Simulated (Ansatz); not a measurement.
# KB3H8: the cost of one run

Computed with Ansatz 0.2.0 (DFT, PBE, plane-wave PAW, default files, scalar-relativistic, as far as a step names no other, unless a step's input says otherwise).

## 1. Starting point

The structure is orthorhombic, space group Cmcm (No. 63). Conventional cell: a = 7.426 Å, b = 8.081 Å, c = 8.196 Å, α = 90.00°, β = 90.00°, γ = 90.00°. K (site symmetry m2m) has 18 H at 2.96 to 3.31 Å and 5 B at 3.23 to 3.44 Å as nearest neighbours. B (site symmetry m) has 3 H at 1.21 to 1.27 Å as nearest neighbours. B (site symmetry m2m) has 2 H at 1.21 Å as nearest neighbours. H (site symmetry 1) is surrounded by 1 B at 1.21 Å. H (site symmetry m) is surrounded by 1 B at 1.27 Å. H (site symmetry m) has 1 B at 1.21 Å as nearest neighbours.

Coordinates:

```
CELL_PARAMETERS angstrom
3.71281 -4.04043 0.00000
3.71281 4.04043 0.00000
0.00000 0.00000 8.19595
ATOMIC_POSITIONS crystal
K 0.66545 0.33455 0.75000
K 0.33455 0.66545 0.25000
B 0.28055 0.71945 0.64035
B 0.71945 0.28055 0.14035
B 0.71945 0.28055 0.35965
B 0.28055 0.71945 0.85965
B 0.09117 0.90883 0.75000
B 0.90883 0.09117 0.25000
H 0.20290 0.52065 0.58902
H 0.79710 0.47935 0.08902
H 0.52065 0.20290 0.41098
H 0.47935 0.79710 0.91098
H 0.79710 0.47935 0.41098
H 0.20290 0.52065 0.91098
H 0.47935 0.79710 0.58902
H 0.52065 0.20290 0.08902
H 0.13744 0.86256 0.57697
H 0.86256 0.13744 0.07697
H 0.86256 0.13744 0.42303
H 0.13744 0.86256 0.92303
H 0.87293 0.85313 0.75000
H 0.12707 0.14687 0.25000
H 0.85313 0.87293 0.25000
H 0.14687 0.12707 0.75000
```

The earlier run gave: gap on the mesh 5.73 eV, largest force 0.017 eV/Å, pressure 0.1 GPa.

The printed gradients, by site:

| site | atoms | first shell | V_zz (10²¹ V/m²) | η | C_Q (MHz) |
| --- | --- | --- | --- | --- | --- |
| K | 1, 2 | 18 H at 2.96–3.31 Å; also 4 B at 3.23–3.24 Å | 0.94 | 0.51 | 1.37 (³⁹K) |
| B3 | 3, 4, 5, 6 | 3 H at 1.21–1.27 Å, 2 B at 1.77–1.80 Å; also 2 K at 3.23–3.24 Å | 0.99 | 0.76 | 0.974 (¹¹B) |
| B7 | 7, 8 | 4 H at 1.21–1.47 Å, 2 B at 1.77 Å | 2.17 | 0.56 | 2.13 (¹¹B) |
| H9 | 9, 10, 11, 12, … | 1 B at 1.21 Å | 1.84 | 0.03 | 0.127 (²H) |
| H17 | 17, 18, 19, 20 | 2 B at 1.27–1.47 Å, angle 81° | 1.24 | 0.74 | 0.086 (²H) |
| H21 | 21, 22, 23, 24 | 1 B at 1.21 Å | 1.84 | 0.02 | 0.127 (²H) |

Conventions: |V_zz| ≥ |V_yy| ≥ |V_xx|, η = (V_xx − V_yy)/V_zz, C_Q = eQV_zz/h. Q values from Pyykkö, Mol. Phys. 116, 1328 (2018).

## 2. A check on settings: scf.lower_state_search = light

The input, input.yaml:

```yaml
crystal:
  lattice:
    - [3.712815, -4.04043, 0.0]
    - [3.712815, 4.04043, 0.0]
    - [0.0, 0.0, 8.19595]
  atoms:
    - { symbol: K, position: [0.6654514242, 0.3345485758, 0.75] }
    - { symbol: K, position: [0.3345485758, 0.6654514242, 0.25] }
    - { symbol: B, position: [0.2805511384, 0.7194488616, 0.6403502566] }
    - { symbol: B, position: [0.7194488616, 0.2805511384, 0.1403502566] }
    - { symbol: B, position: [0.7194488616, 0.2805511384, 0.3596497434] }
    - { symbol: B, position: [0.2805511384, 0.7194488616, 0.8596497434] }
    - { symbol: B, position: [0.0911664064, 0.9088335936, 0.75] }
    - { symbol: B, position: [0.9088335936, 0.0911664064, 0.25] }
    - { symbol: H, position: [0.2028993698, 0.5206490863, 0.5890172102] }
    - { symbol: H, position: [0.7971006302, 0.4793509137, 0.0890172102] }
    - { symbol: H, position: [0.5206490863, 0.2028993698, 0.4109827898] }
    - { symbol: H, position: [0.4793509137, 0.7971006302, 0.9109827898] }
    - { symbol: H, position: [0.7971006302, 0.4793509137, 0.4109827898] }
    - { symbol: H, position: [0.2028993698, 0.5206490863, 0.9109827898] }
    - { symbol: H, position: [0.4793509137, 0.7971006302, 0.5890172102] }
    - { symbol: H, position: [0.5206490863, 0.2028993698, 0.0890172102] }
    - { symbol: H, position: [0.1374436733, 0.8625563267, 0.5769690025] }
    - { symbol: H, position: [0.8625563267, 0.1374436733, 0.0769690025] }
    - { symbol: H, position: [0.8625563267, 0.1374436733, 0.4230309975] }
    - { symbol: H, position: [0.1374436733, 0.8625563267, 0.9230309975] }
    - { symbol: H, position: [0.8729317429, 0.8531347148, 0.75] }
    - { symbol: H, position: [0.1270682571, 0.1468652852, 0.25] }
    - { symbol: H, position: [0.8531347148, 0.8729317429, 0.25] }
    - { symbol: H, position: [0.1468652852, 0.1270682571, 0.75] }
kpoints:
  mp_grid: { grid: [5, 5, 4] }
scf:
  occupations: { method: fermi_dirac, width: 0.05 }
  lower_state_search: light
hamiltonian:
  xc: pbe
  pseudopotentials: { kind: paw }
output:
  forces: true
  stress: true
  populations: true
  efg:
    quadrupole_moments_barn: { K: 0.0603, B: 0.04059, H: 0.00285783 }
    contact_densities: true
```

On the command line:

```console
$ ansatz run input.yaml --threads 1 --pin off --max-ram 2560MiB --backend cpu --events-out ev --progress --plain --runs-dir out
```

**Question.** How long does this run take on 1 thread of Arm Neoverse V2, shared host, and how much memory does it need?

About 19 s, with a peak of 0.59 GiB.
